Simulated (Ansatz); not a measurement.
**AsH− (doublet): from Hartree-Fock to the top rungs at distance As1–H2 = 1.870 Å, aug-cc-pVDZ**

How much of the correlation energy of AsH− (doublet) does each wave-function method recover here?

Program: Ansatz 0.2.0, Gaussian basis. Level of theory: aug-cc-pVDZ, core rule «outside noble gas», up to 14 orbitals frozen. These are calculated values, not measurements.

Plan: UHF; CCSD(T) on ROHF; CCSD(T) on UHF; BCCD(T) on ROHF; CISD as a restricted active space (open shells left free, so some higher excitations enter); CCSDT(Q) on ROHF; CCSDT(Q) on UHF; CCSDTQ on ROHF; CCSDTQ on UHF; CASSCF and MRCISD+Q, 3 electrons in 3 orbitals; CASSCF and NEVPT2, 3 electrons in 3 orbitals; CASSCF and MRCISD+Q, 7 electrons in 5 orbitals; CASSCF and NEVPT2, 7 electrons in 5 orbitals; Full CI.

1 further run of the same task is left out (for a known fault of the program). Runs told in other sessions of the task aren't counted.

## (1) What is computed

The geometry derives from a PBE0/def2-TZVPD stationary point (not a proven minimum). One bond is set to the value named and the two fragments are kept rigid. No spin-orbit coupling is included. The filled d shell of As may be among the frozen orbitals whatever the setting's name suggests.

2 atoms, charge -1, spin multiplicity 2.

Atoms are counted from 1 here; the program's logs count them from 0.

No contacts short enough for the rule that draws bonds.

## (2) UHF

The input, in.yaml:

```yaml
crystal:
  periodic: [false, false, false]
  atoms:
    - {symbol: As, position_ang: [0.000000, 0.000000, 0.000000]}
    - {symbol: H, position_ang: [0.000000, 0.000000, 1.870000]}
basis:
  gaussian: {orbitals: aug-cc-pVDZ}
total_charge: -1
magnetization: {spin_polarized: true, initial_magnetization: 1}
hamiltonian: {xc: hf}
output: {orbitals: {seedname: orbitals}}
```

Command:

```bash
$ ansatz run in.yaml --threads 1 --pin off --events-out ev --progress --plain --max-ram 4096MiB --backend cpu
```

After this run come: CCSD(T) on ROHF; CCSD(T) on UHF; BCCD(T) on ROHF; CISD as a restricted active space (open shells left free, so some higher excitations enter); CCSDT(Q) on ROHF; CCSDT(Q) on UHF; CCSDTQ on ROHF; CCSDTQ on UHF; CASSCF and MRCISD+Q, 3 electrons in 3 orbitals; CASSCF and NEVPT2, 3 electrons in 3 orbitals; CASSCF and MRCISD+Q, 7 electrons in 5 orbitals; CASSCF and NEVPT2, 7 electrons in 5 orbitals; Full CI.

Q: Predict the results of all the runs planned. Wanted: FCI from the RHF energy; RMP2 from FCI; UMP2 from FCI; RCCSD from FCI; RCCSD(T) from FCI; UCCSD(T) from FCI; RCCSDT(Q) from FCI; UCCSDT(Q) from FCI; NEVPT2 pair from FCI.

The runs gave:

```
                         quantity                                                                                                                 value
          FCI from the ROHF energy                                                                                                            -3.8094 eV
                    RMP2 from FCI                                                                                                       +18.07 kcal/mol
                    UMP2 from FCI                                                                                                       +18.29 kcal/mol
                   RCCSD from FCI                                                                                                        +3.79 kcal/mol
                RCCSD(T) from FCI                                                                                                        +0.79 kcal/mol
                UCCSD(T) from FCI                                                                                                        +0.74 kcal/mol
               RCCSDT(Q) from FCI                                                                                                        +0.03 kcal/mol
               UCCSDT(Q) from FCI                                                                                                        -0.02 kcal/mol
             NEVPT2 pair from FCI                                                                                                       +15.22 kcal/mol
           MRCISD+Q pair from FCI                                                                                                        +0.26 kcal/mol
          NEVPT2 valence from FCI                                                                                                       +19.95 kcal/mol
levels within 1 kcal/mol (43 meV)  RCCSD(T), UCCSD(T), BCCD(T), RCCSDT, UCCSDT, RCCSDT(Q), UCCSDT(Q), RCCSDTQ, UCCSDTQ, MRCISD+Q pair, MRCISD+Q valence
                    T1 diagnostic                                                                                                                 0.024
   effectively unpaired electrons                                                                                                                  1.10
```

What this shows: RCCSD(T) misses by +0.79 kcal/mol, 0.9 % of the correlation energy. One determinant dominates. Of the multireference levels listed MRCISD+Q pair comes nearest in total energy (+0.26 kcal/mol), which doesn't show that its space is the better one. These misses are within one basis, not against nature; the frozen cores of restricted and unrestricted runs differ, which can shift their rows.

Levels on UHF freeze UHF's core orbitals, full CI those of ROHF, so the U rows can settle a little off it for that reason alone.

With open shells the CI space here admits some higher excitations, so it is larger than plain CISD.
